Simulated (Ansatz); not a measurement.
This script drives Ansatz's Python interface.

Input file `geh6ssi.xyz`:
```text
9

S    -1.98050    1.21040   -0.39810
Si    0.08450    1.04600   -0.12680
Ge    0.53680   -1.12650    0.47570
H    -1.96660    0.27960   -1.41720
H     0.78660    1.36030   -1.39880
H     0.53400    1.98340    0.93070
H     2.12570   -1.27970    0.69370
H     0.12900   -2.07560   -0.63170
H    -0.16090   -1.44430    1.85530
```

`freq_geh6ssi.py`
```python
"""Vibrations and zero-point energy of GeH6SSi."""

import ansatz as az
import numpy as np

geh6ssi = az.Crystal.molecule_from_extxyz("geh6ssi.xyz")

setup = geh6ssi.calculation().basis(gaussian="def2-SVP").functional("pbe")
symbols = [site.symbol for site in geh6ssi.cartesian_sites]
start = np.array([site.position_ang for site in geh6ssi.cartesian_sites], dtype=float)
def progress(event):
    if event["event"] == "relax_step":
        row = event["data"]
        print(f"step {row['step']:3d}  E = {row['lagrangian_ev']:.6f} eV  largest force component {row['allowed_force_max_ev_ang']:.4f} eV/A")


data = setup.relax(force_tolerance=0.003, max_steps=100).session().plan().execute(on_event=progress).report
end = np.array(data["positions_ang"])

print("final positions (A) and the move of each atom")
for symbol, xyz, old in zip(symbols, end, start):
    print(f"{symbol:2s} {xyz[0]:10.5f} {xyz[1]:10.5f} {xyz[2]:10.5f}   {np.linalg.norm(xyz - old):7.4f}")

# frequencies need a stationary point, so they are taken at the relaxed geometry
minimum = az.Crystal.molecule()
for symbol, place in zip(symbols, end):
    minimum = minimum.atom(symbol, place.tolist())
vibrating = (
    minimum.calculation()
    .basis(gaussian="def2-SVP")  # the orbital basis, by name
    .functional("pbe")
    .phonons(temperatures=(298.15, 498.15, 100))
)
vib = vibrating.run(threads=1, pin="off").report["vibrations"]
sums = vib["harmonic_sums"]
modes = [m["omega_inv_cm"] for m in sums["modes_at_gamma"] if m["rigid_motion"] == "no"]
print("frequencies (1/cm):", " ".join(f"{w:.0f}" for w in modes))
print("imaginary modes:", sum(w < 0 for w in modes), " zero-point energy:", round(sums["zero_point_energy_ev"], 4), "eV")
print("T (K)   F_vib (eV)   S_vib (meV/K)   C_vib (meV/K)")
for row in zip(sums["temperatures_k"], sums["vibrational_free_energy_ev"], vib["entropy_ev_per_k"], vib["heat_capacity_ev_per_k"]):
    print(f"{row[0]:6.1f} {row[1]:11.4f} {1000 * row[2]:13.4f} {1000 * row[3]:15.4f}")
```

It is started by `python freq_geh6ssi.py`. How long does it take on 1 thread of Arm Neoverse V1, on a shared host, and how much memory does it need?

It took about 2.2 min, with a peak of 0.21 GiB, for 2 runs of the engine.

```console
$ python freq_geh6ssi.py
step   1  E = -75298.600020 eV  largest force component 1.4796 eV/A
step   2  E = -75298.793896 eV  largest force component 0.2547 eV/A
step   3  E = -75298.804977 eV  largest force component 0.1226 eV/A
step   4  E = -75298.809812 eV  largest force component 0.0712 eV/A
step   5  E = -75298.810521 eV  largest force component 0.0174 eV/A
step   6  E = -75298.810701 eV  largest force component 0.0034 eV/A
step   7  E = -75298.810752 eV  largest force component 0.0043 eV/A
step   8  E = -75298.810762 eV  largest force component 0.0054 eV/A
step   9  E = -75298.810768 eV  largest force component 0.0026 eV/A
final positions (A) and the move of each atom
S    -2.03344    1.29799   -0.47871    0.1303
Si    0.10292    1.06947   -0.16158    0.0458
Ge    0.62393   -1.16996    0.51465    0.1049
H    -2.10774    0.31298   -1.41865    0.1450
H     0.89962    1.44622   -1.38520    0.1426
H     0.41703    2.05042    0.93323    0.1348
H     2.15368   -1.38500    0.68138    0.1096
H     0.10919   -2.16664   -0.56006    0.1175
H    -0.07659   -1.50189    1.85774    0.1021
frequencies (1/cm): 94 103 191 329 341 444 489 505 626 730 769 816 851 854 890 2063 2077 2089 2138 2176 2611
imaginary modes: 0  zero-point energy: 1.3134 eV
T (K)   F_vib (eV)   S_vib (meV/K)   C_vib (meV/K)
 298.1      1.2265        0.6678          0.7640
 398.1      1.1472        0.9145          0.9405
 498.1      1.0443        1.1400          1.0718
```

The settings weren't tested for convergence. The frequencies are harmonic and unscaled, in a modest basis.
